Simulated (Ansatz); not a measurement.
Input of an Ansatz 0.2.0 run:

Contents of input.yaml:

```yaml
crystal:
  lattice:
    - [-2.7201121709, 2.7201121709, 5.9699255756]
    - [2.7201121709, -2.7201121709, 5.9699255756]
    - [2.7201121709, 2.7201121709, -5.9699255756]
  atoms:
    - { symbol: W, position: [0.5, 0.5, 0.0] }
    - { symbol: W, position: [0.25, 0.75, 0.5] }
    - { symbol: Sr, position: [0.0, 0.0, 0.0] }
    - { symbol: Sr, position: [0.75, 0.25, 0.5] }
    - { symbol: O, position: [0.30915709, 0.43142622, 0.40660193] }
    - { symbol: O, position: [0.18142622, 0.27482429, 0.62226913] }
    - { symbol: O, position: [0.65255516, 0.55915709, 0.37773087] }
    - { symbol: O, position: [0.02482429, 0.90255516, 0.59339807] }
    - { symbol: O, position: [0.72517571, 0.34744484, 0.90660193] }
    - { symbol: O, position: [0.09744484, 0.69084291, 0.12226913] }
    - { symbol: O, position: [0.56857378, 0.97517571, 0.87773087] }
    - { symbol: O, position: [0.44084291, 0.81857378, 0.09339807] }
hamiltonian:
  xc: pbesol
  pseudopotentials: { kind: paw }
kpoints:
  mp_grid: { grid: [7, 7, 7] }
scf:
  occupations: { method: fermi_dirac, width: 0.05 }
output:
  forces: true
  stress: true
  eigenvalues: true
  write_density: true
  write_potential: true
  elf: true
  volumetric_format: npy
relax:
  f_tol: 0.01
  max_steps: 40
  cell: { stress_tol: 0.05 }
```

Potentials or basis: Ansatz PAW.

Launch:

```bash
$ ansatz run input.yaml --threads 4 --pin off --max-ram 11264MiB --backend cpu --events-out ev --progress --plain --runs-dir out
```

Task: Estimate the band gap on the k mesh.

Result: 4.44 eV, direct.

Task: Predict the relaxed volume.

Result: 14.41 Å³/atom.

Task: Estimate the space group after relaxing (to 0.05 Å).

Result: I4_1/a (No. 88).

Task: Predict the relaxed cell.

Result: a = 7.045 Å, b = 7.045 Å, c = 7.045 Å, α = 134.89°, β = 134.89°, γ = 65.71°.

Final structure:
```yaml
crystal:
  lattice:
    - [-2.70261, 2.70261, 5.91841]
    - [2.70261, -2.70261, 5.91841]
    - [2.70261, 2.70261, -5.91841]
  atoms:
    - { symbol: W, position: [0.50000, 0.50000, 0.00000] }
    - { symbol: W, position: [0.25000, 0.75000, 0.50000] }
    - { symbol: Sr, position: [0.00000, 0.00000, 0.00000] }
    - { symbol: Sr, position: [0.75000, 0.25000, 0.50000] }
    - { symbol: O, position: [0.31004, 0.43083, 0.40788] }
    - { symbol: O, position: [0.18083, 0.27295, 0.62079] }
    - { symbol: O, position: [0.65216, 0.56004, 0.37921] }
    - { symbol: O, position: [0.02295, 0.90216, 0.59212] }
    - { symbol: O, position: [0.72705, 0.34784, 0.90788] }
    - { symbol: O, position: [0.09784, 0.68996, 0.12079] }
    - { symbol: O, position: [0.56917, 0.97705, 0.87921] }
    - { symbol: O, position: [0.43996, 0.81917, 0.09212] }
```

Caveat: odd divisions of the mesh miss points on the zone boundary, where band edges often lie, so the gap on the mesh can be too wide; the plane-wave basis is chosen anew once the cell has moved, so the energies of steps on either side of that aren't comparable; the pressure holds a Pulay correction of +0.6 GPa for the finite cutoff; spin-orbit coupling is left out, which moves the levels of the heavy elements; the PAW data sets come from PBE, with cores solved anew for the run's functional, which leaves a small shift of forces and pressure. PBEsol gaps usually lie below the measured ones, often by a third to a half.
